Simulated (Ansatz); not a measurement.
**doublet GeSiH4O+ at 6 levels**

Wanted: a comparison of 6 runs (UHF/def2-SVP, UB2PLYP/def2-SVP, UBHLYP/def2-SVP, UCAM-B3LYP/def2-SVP, UHSE06/def2-SVP, UCCSD/def2-SVP) of doublet GeSiH4O+. 

The calculation is run with Ansatz 0.2.0.

68 further runs of the same task are left out: 68 set aside as unsound or not needed.

## Step 1: Starting point

GeSiH4O+ has 7 atoms, charge +1, and is taken as a doublet. As SMILES of the parent species, `[SiH3][O][GeH]`. The shape is that of a PBE0-D4/def2-TZVP optimisation. This is one conformer, not always the lowest. That shape belongs to the parent species and isn't relaxed for this state.

Bond lengths: Si1–O2 1.643 Å, O2–Ge3 1.789 Å, Si1–H4 1.490 Å, Si1–H5 1.485 Å, Si1–H6 1.485 Å, Ge3–H7 1.605 Å. Angles: Si1–O2–Ge3 134.1°, O2–Si1–H4 110.8°, O2–Si1–H5 109.3°, O2–Si1–H6 109.3°, O2–Ge3–H7 93.5°, H4–Si1–H5 109.1°, H4–Si1–H6 109.1°, H5–Si1–H6 109.4°.

## Step 2: The energy at UHF/def2-SVP (run 1)

The input, run.yaml:

```yaml
crystal:
  periodic: [false, false, false]
  atoms:
    - {symbol: Si, position_ang: [-0.741700, 0.650900, -0.296500]}
    - {symbol: O, position_ang: [0.533500, -0.139300, 0.373700]}
    - {symbol: Ge, position_ang: [1.261400, -1.756200, 0.134200]}
    - {symbol: H, position_ang: [-1.409200, -0.197600, -1.323800]}
    - {symbol: H, position_ang: [-0.260900, 1.901300, -0.937500]}
    - {symbol: H, position_ang: [-1.722500, 0.988100, 0.766400]}
    - {symbol: H, position_ang: [2.400800, -1.515100, 1.238000]}
basis:
  gaussian:
    orbitals: def2-SVP
total_charge: 1
magnetization:
  spin_polarized: true
  initial_magnetization: 1
hamiltonian:
  xc: hf
accuracy: high
output:
  orbitals: {seedname: orbitals}
```

Command:

```sh
$ ansatz run run.yaml --threads 1 --pin off --max-ram 3480MiB --events-out events.jsonl --progress --plain --runs-dir runs
```

The program printed:

```text
Warning: RAYON_NUM_THREADS=1 ignored (pool sized by the plan → 1); use --threads N
Functional definition: HF
  name "HF"
  exchange = exact_x
  correlation = 0
1723 factors; integrals over basis functions are off by at most 5.4e-9 eV
mean field evaluation 1: about -66409.1871 eV, gradient 4.3e1 eV
mean field evaluation 2: about -66409.2504 eV, gradient 4.3e1 eV
mean field evaluation 4: about -66417.2152 eV, gradient 3.9e0 eV
mean field evaluation 8: about -66417.3939 eV, gradient 2.0e-1 eV
mean field evaluation 16: about -66417.3949 eV, gradient 2.7e-8 eV
mean field evaluation 32: about -66415.3775 eV, gradient 1.2e0 eV
mean field evaluation 64: about -66417.1532 eV, gradient 3.9e0 eV
mean field -66417.39492772 eV, -2440.7942442663 hartree, gradient 6.4e-8 eV, S^2 0.784745; 1 other end points of the search recorded, 0 dependent functions left out
reference -66417.39492772 eV, -2440.7942442663 hartree; 29, 28 occupied and 55, 56 virtual orbitals, 1723 factors
Total energy: -66417.39492772 eV, -2440.7942442663 hartree
```

It took 6.6 s on 1 thread of AMD EPYC 7R43 (Zen 3), shared host; peak memory 0.44 GiB.

## Step 3: A single-point energy at UB2PLYP/def2-SVP (run 2)

The input, molecule.yaml:

```yaml
crystal:
  periodic: [false, false, false]
  atoms:
    - {symbol: Si, position_ang: [-0.741700, 0.650900, -0.296500]}
    - {symbol: O, position_ang: [0.533500, -0.139300, 0.373700]}
    - {symbol: Ge, position_ang: [1.261400, -1.756200, 0.134200]}
    - {symbol: H, position_ang: [-1.409200, -0.197600, -1.323800]}
    - {symbol: H, position_ang: [-0.260900, 1.901300, -0.937500]}
    - {symbol: H, position_ang: [-1.722500, 0.988100, 0.766400]}
    - {symbol: H, position_ang: [2.400800, -1.515100, 1.238000]}
basis:
  gaussian:
    orbitals: def2-SVP
total_charge: 1
magnetization:
  spin_polarized: true
  initial_magnetization: 1
hamiltonian:
  xc: {name: B2PLYP}
correlation:
  frozen_orbitals: {Ge: 9, H: 0, O: 1, Si: 5}
accuracy: high
output: {orbitals: {seedname: orbitals}}
```

Command:

```sh
$ ansatz run molecule.yaml --threads 1 --pin off --max-ram 3480MiB --events-out events.jsonl --progress --plain --runs-dir runs
```

The program printed, cut to the lines that bear on the results:

```text
Warning: RAYON_NUM_THREADS=1 ignored (pool sized by the plan → 1); use --threads N
Functional definition: B2PLYP
  name "B2PLYP"
[...]
1723 factors; integrals over basis functions are off by at most 5.4e-9 eV
[...]
mean field -66468.37384068 eV, -2442.6676847631 hartree, gradient 4.2e-8 eV, S^2 0.767956; 2 other end points of the search recorded, 0 dependent functions left out
15 core orbitals not correlated: weight in the atoms' cores, before any rotation towards them, 1.000 or more for the frozen orbitals, at most 0.000 for the correlated occupied ones
reference -66468.37386635 eV, -2442.6676857065 hartree; 14, 13 occupied and 55, 56 virtual orbitals, 1723 factors
second order -16.35422222 eV of doubles, -0.00000000 eV of singles
Total energy: -66472.78950635 eV, -2442.8299574834 hartree
```

It took 17 s on 1 thread of AMD EPYC 7R43 (Zen 3), shared host; peak memory 0.59 GiB.

Runs 3 to 4 aren't shown in full; the table further down has their settings and results.

## Step 4: The energy at UHSE06/def2-SVP (run 5)

The input, in.yaml:

```yaml
crystal:
  periodic: [false, false, false]
  atoms:
    - {symbol: Si, position_ang: [-0.741700, 0.650900, -0.296500]}
    - {symbol: O, position_ang: [0.533500, -0.139300, 0.373700]}
    - {symbol: Ge, position_ang: [1.261400, -1.756200, 0.134200]}
    - {symbol: H, position_ang: [-1.409200, -0.197600, -1.323800]}
    - {symbol: H, position_ang: [-0.260900, 1.901300, -0.937500]}
    - {symbol: H, position_ang: [-1.722500, 0.988100, 0.766400]}
    - {symbol: H, position_ang: [2.400800, -1.515100, 1.238000]}
basis:
  gaussian:
    orbitals: def2-SVP
total_charge: 1
magnetization:
  spin_polarized: true
  initial_magnetization: 1
hamiltonian:
  xc: hse06
accuracy: high
output: {orbitals: {seedname: orbitals}}
```

Command:

```sh
$ ansatz run in.yaml --threads 1 --pin off --max-ram 3480MiB --events-out events.jsonl --progress --plain --runs-dir runs
```

The program printed:

```text
Warning: RAYON_NUM_THREADS=1 ignored (pool sized by the plan → 1); use --threads N
Functional definition: HSE06
  name "HSE06"
  parameter a = 0.25
  parameter omega = 0.11/bohr
  exchange = pbe_x - a*pbe_x_sr(omega) + a*exact_x_sr(omega)
  correlation = pbe_c
1723 factors; integrals over basis functions are off by at most 5.4e-9 eV
101 factors; integrals over basis functions are off by at most 2.0e-9 eV
mean field evaluation 1: about -66459.9644 eV, gradient 6.0e1 eV
mean field evaluation 2: about -66296.0803 eV, gradient 1.5e2 eV
mean field evaluation 4: about -66474.8289 eV, gradient 5.9e0 eV
mean field evaluation 8: about -66475.1757 eV, gradient 7.4e-1 eV
mean field evaluation 16: about -66475.1798 eV, gradient 1.1e-3 eV
mean field evaluation 32: about -66474.9370 eV, gradient 2.9e0 eV
mean field -66475.17976573 eV, -2442.9177978955 hartree, gradient 5.2e-8 eV, S^2 0.758766; 1 other end points of the search recorded, 0 dependent functions left out
reference -66475.17976922 eV, -2442.9177980238 hartree; 29, 28 occupied and 55, 56 virtual orbitals, 1723 factors
Total energy: -66475.17976922 eV, -2442.9177980238 hartree
```

Wall time 13 s (1 thread of AMD EPYC 7R43 (Zen 3), shared host); peak memory 0.43 GiB.

## Step 5: A single-point energy at UCCSD/def2-SVP (run 6)

in.yaml, as its differences from that of step 4:

```diff
@@ -1 +1,3 @@
+basis:
+  gaussian: {orbitals: def2-SVP}
 crystal:
@@ -10,12 +12,6 @@
     - {symbol: H, position_ang: [2.400800, -1.515100, 1.238000]}
-basis:
-  gaussian:
-    orbitals: def2-SVP
+scf: {omitted_lower_state_checks: [cluster_reference, increment]}
+accuracy: high
+correlation: {method: ccsd, frozen_orbitals: {Ge: 9, H: 0, O: 1, Si: 5}}
 total_charge: 1
-magnetization:
-  spin_polarized: true
-  initial_magnetization: 1
-hamiltonian:
-  xc: hse06
-accuracy: high
-output: {orbitals: {seedname: orbitals}}
+magnetization: {spin_polarized: true, initial_magnetization: 1}
```

Command:

```sh
$ ansatz run in.yaml --threads 1 --pin off --max-ram 3480MiB --events-out events.jsonl --progress --plain --runs-dir runs
```

The program printed:

```text
Warning: RAYON_NUM_THREADS=1 ignored (pool sized by the plan → 1); use --threads N
[... 13 lines left out ...]
15 core orbitals not correlated: weight in the atoms' cores, before any rotation towards them, 1.000 or more for the frozen orbitals, at most 0.000 for the correlated occupied ones
[... 30 lines left out ...]
Total energy: -66431.12183670 eV, -2441.2986988672 hartree
Checks for a lower state left out: cluster_reference, increment
```

It took 44 s on 1 thread of AMD EPYC 7R43 (Zen 3), shared host; peak memory 0.72 GiB.

## Step 6: All runs side by side

```
run                level  frozen core orbitals   energy (Eh)  HOMO energy (eV)  LUMO energy (eV)   ⟨S²⟩  wall time
  1         UHF/def2-SVP                     –  -2440.794244            -16.62             -7.60  0.785      6.6 s
  2     UB2PLYP/def2-SVP                    15  -2442.829957            -14.71            -10.08  0.768       17 s
  3      UBHLYP/def2-SVP                     –  -2443.339194            -14.77            -10.47  0.766       13 s
  4  UCAM-B3LYP/def2-SVP                     –  -2443.493930            -14.96            -10.30  0.761       14 s
  5      UHSE06/def2-SVP                     –  -2442.917798            -13.24            -11.62  0.759       13 s
  6       UCCSD/def2-SVP                    15  -2441.298699                 –                 –  0.785       44 s
```

## Step 7: Results

| quantity | value |
| --- | --- |
| run 6: total energy | -2441.29870 Eh |
| run 6: correlation energy (15 core orbitals frozen) | -504.5 mEh |
| run 6: ⟨S²⟩ of the reference determinant | 0.785 |
| run 6: T1 diagnostic | 0.025 |

**Reading.** Totals of different functionals can't be ranked against each other. All runs together took 1.8 min, the longest 44 s.
